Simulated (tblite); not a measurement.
# C4H13NOSi2: the cost of one run

The runs use tblite 0.8.0 and PySCF 2.14.0, with density-fitted response routines of our own; the level of theory stands in each step. All values are computed, except where a source is named. Atoms count from 0, in the outputs and in this text.

## (1) The starting structure

21 atoms, charge 0, multiplicity 1; geometry from: force field or distance geometry start.

Bonds of the start (Å): C0–C1 1.52, C1–C2 1.51, C2–C3 1.46, C3–O4 1.22, C3–Si5 1.86, Si5–N6 1.80, Si5–Si7 2.23, C0–H8 1.11, C0–H9 1.12, C0–H10 1.11, C1–H11 1.10, C1–H12 1.12, C2–H13 1.13, C2–H14 1.11, Si5–H15 1.47, N6–H16 1.07, N6–H17 1.02, Si7–H18 1.46, Si7–H19 1.47, Si7–H20 1.47.

## (2) Relaxing the molecule with GFN2-xTB

The job: settings as JSON, then the geometry in Å.

```
{"job": {"kind": "relax", "xc": "GFN2-xTB", "basis": "xTB"}, "charge": 0, "multiplicity": 1}
C     -3.452800     0.178400    -0.432400
C     -2.277600    -0.769400    -0.281800
C     -1.056400     0.084400    -0.043400
C      0.200400    -0.645800     0.124200
O      0.274100    -1.862200     0.110500
Si     1.727900     0.368100     0.413500
N      2.296200     0.141000     2.104600
Si     3.324900    -0.046700    -1.079400
H     -3.391000     0.887800     0.425000
H     -3.272700     0.795800    -1.347200
H     -4.428200    -0.356000    -0.498600
H     -2.159900    -1.289400    -1.247000
H     -2.452100    -1.502300     0.552900
H     -1.235900     0.643100     0.917900
H     -0.926600     0.818800    -0.871300
H      1.384600     1.793600     0.275700
H      1.462600     0.163900     2.767100
H      3.000000     0.834500     2.364300
H      3.966700    -1.340500    -0.849700
H      2.730600     0.044600    -2.418500
H      4.276300     1.075300    -0.986900
```

On the command line:

```console
> OMP_NUM_THREADS=1 python probes_run.py task.json out
```

This one command runs all jobs of the session in turn.

**Question.** How long does this first job take on 1 thread of Arm Neoverse V1, shared host, and how much memory does it need?

About 2 s, with a peak of 0.18 GiB.
